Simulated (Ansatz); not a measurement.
# BrClGaH₃ (built from SMILES Cl.[GaH2][Br]): a reaction path by the nudged elastic band

What path joins these two structures, and how high does it climb? Both ends were relaxed at PBE0-D4 in triple zeta.

Method: PBE0-D4/def2-SVP; program: Ansatz 0.2.0, Gaussian basis.

23 further runs of the same task are left out: 1 that didn't finish, 22 set aside as unsound or not needed.

## 1. The starting structure

The first end: 6 atoms, charge 0, spin multiplicity 1.

Atoms are counted from 1 here; the program's logs count them from 0.

Bond lengths: Ga1–Br2 2.348 Å, Ga1–H3 1.555 Å, Ga1–H4 1.555 Å, Ga1–Cl6 2.727 Å, H5–Cl6 1.296 Å. Angles: Br2–Ga1–H3 113.7°, Br2–Ga1–H4 113.7°, Br2–Ga1–Cl6 87.6°, H3–Ga1–H4 130.8°, H3–Ga1–Cl6 97.1°, H4–Ga1–Cl6 97.1°, Ga1–Cl6–H5 77.9°.

Coordinates:

```xyz
6
charge 0, multiplicity 1
Ga   -0.7015   -0.4012    0.4115
Br   -0.9974    1.7710   -0.4298
H    -1.2002   -1.5175   -0.5492
H    -0.3611   -0.4438    1.9281
H     1.3971    0.8754   -0.8528
Cl    1.8629   -0.2839   -0.5079
```

The second end:

```
Ga   -0.24902   -0.80573    0.43369
Br   -0.64329    1.86415   -0.59019
H    -1.23975   -1.51387   -0.53468
H    -0.40192   -0.44141    1.93855
H     0.72045    1.63246   -0.95198
Cl    1.81343   -0.73560   -0.29549
```

## 2. The band at PBE0-D4/def2-SVP

Input file neb/in.yaml:

```yaml
crystal:
  periodic: [false, false, false]
  atoms:
    - {symbol: Ga, position_ang: [-0.701455, -0.401198, 0.411471]}
    - {symbol: Br, position_ang: [-0.997435, 1.771024, -0.429834]}
    - {symbol: H, position_ang: [-1.200151, -1.517548, -0.549185]}
    - {symbol: H, position_ang: [-0.361075, -0.443771, 1.928093]}
    - {symbol: H, position_ang: [1.397117, 0.875394, -0.852750]}
    - {symbol: Cl, position_ang: [1.862900, -0.283900, -0.507896]}
basis:
  gaussian: {orbitals: def2-SVP}
hamiltonian: {xc: pbe0, dispersion: d4}
neb:
  images: 5
  climbing: true
  max_iterations: 40
  initial_path: idpp
  final_atoms:
    - {symbol: Ga, position_ang: [-0.249016, -0.805733, 0.433687]}
    - {symbol: Br, position_ang: [-0.643286, 1.864151, -0.590186]}
    - {symbol: H, position_ang: [-1.239755, -1.513869, -0.534681]}
    - {symbol: H, position_ang: [-0.401923, -0.441413, 1.938550]}
    - {symbol: H, position_ang: [0.720451, 1.632461, -0.951982]}
    - {symbol: Cl, position_ang: [1.813428, -0.735597, -0.295488]}
```

On the command line:

```sh
> ansatz run in.yaml --threads 4 --pin off --events-out ev --progress --plain --max-ram 9574MiB
```

What it wrote, shortened:

```text
Functional definition: PBE0
  name "PBE0"
  cite "Adamo & Barone, J. Chem. Phys. 110, 6158 (1999) doi:10.1063/1.478522"
  cite "Perdew, Burke & Ernzerhof, Phys. Rev. Lett. 77, 3865 (1996) doi:10.1103/PhysRevLett.77.3865"
  parent pbe
[...]
997 factors; integrals over basis functions are off by at most 3.2e-4 eV
[...]
mean field -134959.03967427 eV, -4959.6532295069 hartree, gradient 4.5e-5 eV, S^2 0.000000; 0 other end points of the search recorded, 0 dependent functions left out
[...]
reference -134959.03970106 eV, -4959.6532304914 hartree; 43, 43 occupied and 54, 54 virtual orbitals, 997 factors
[... from here to the last solve, the lines of the solves are left out (72 solves) ...]
WARN: NEB end point (image 0): max|allowed force component| = 1.996e-1 eV/Å (the criterion of neb.relax_end_points is 1.000e-2). That is over neb.f_tol: it is no minimum, so the barrier can be far off. Relax it first
WARN: NEB end point (image 6): max|allowed force component| = 9.466e-2 eV/Å (the criterion of neb.relax_end_points is 1.000e-2). That is over neb.f_tol: it is no minimum, so the barrier can be far off. Relax it first
NEB iter   1: max|band force component| = 2.173e0 eV/Å  barrier→ = 1.2323 eV  barrier← = 1.1172 eV  Δτ_max = 0.2000 Å  (173 SCF iters)
[...]
NEB iter   7: max|band force component| = 8.048e-2 eV/Å  barrier→ = 0.2042 eV  barrier← = 0.0891 eV  CI = image 3  Δτ_max = 0.0126 Å  (119 SCF iters)
[...]
NEB iter   8: max|band force component| = 2.880e-2 eV/Å  barrier→ = 0.2050 eV  barrier← = 0.0899 eV  CI = image 3  Δτ_max = 0.0000 Å  (762 SCF iters)
Total energy: -134958.96397280 eV, -4959.6504475291 hartree
Atom 0 at    -0.406485    -0.602060     0.398635 Å, force     0.005189    -0.007783     0.001631 eV/Å
Atom 1 at    -0.615532     1.797817    -0.570894 Å, force     0.011621    -0.001562    -0.003289 eV/Å
Atom 2 at    -1.205940    -1.511502    -0.572904 Å, force     0.000806     0.002685    -0.001162 eV/Å
Atom 3 at    -0.354984    -0.422297     1.939783 Å, force     0.000660     0.002510    -0.001592 eV/Å
Atom 4 at     0.820463     1.044805    -0.730834 Å, force    -0.021340     0.015156     0.000718 eV/Å
Atom 5 at     1.762379    -0.306762    -0.463888 Å, force     0.003065    -0.011007     0.003694 eV/Å
Dipole moment:    -0.143771    -0.055053     0.072551 e Å
```

Run time: 3.2 min. Hardware: 4 threads of Intel Xeon at 2.50GHz, shared host.

The last band:

```csv
image,path (Å),energy (kJ/mol),Ga1–Cl6 (Å),Br2–H5 (Å),Ga1–Br2 (Å),H5–Cl6 (Å)
0,0.00,0.0,2.73,2.59,2.35,1.30
1,0.29,1.5,2.65,2.24,2.39,1.33
2,0.58,10.8,2.49,1.91,2.47,1.42
3,0.87,19.8,2.35,1.63,2.60,1.67
4,1.16,13.8,2.26,1.49,2.75,2.00
5,1.45,10.5,2.22,1.45,2.87,2.33
6,1.73,11.1,2.19,1.43,2.89,2.69
```

The highest image, 3:

```xyz
6
charge 0, multiplicity 1
Ga   -0.40648   -0.60206    0.39864
Br   -0.61553    1.79782   -0.57089
H    -1.20594   -1.51150   -0.57290
H    -0.35498   -0.42230    1.93978
H     0.82046    1.04480   -0.73083
Cl    1.76238   -0.30676   -0.46389
```

## 3. Summary of results

```
                                                                       quantity                                                 value
                                                 PBE0-D4/def2-SVP, 8 iterations  highest 19.8 kJ/mol (image 3), last end +11.1 kJ/mol
from earlier runs: barrier over the separately found saddle, CCSD(T)/def2-TZVPP                                           34.6 kJ/mol
```

In words: The highest image lies 19.8 kJ/mol above the first end, and it climbed, so it estimates the saddle. The ends are not quite minima at this level (largest force component 0.20 eV/Å), which shifts the heights a little. The highest image is 14.8 kJ/mol below the CCSD(T) barrier in triple zeta, which comes from separate runs on the saddle.
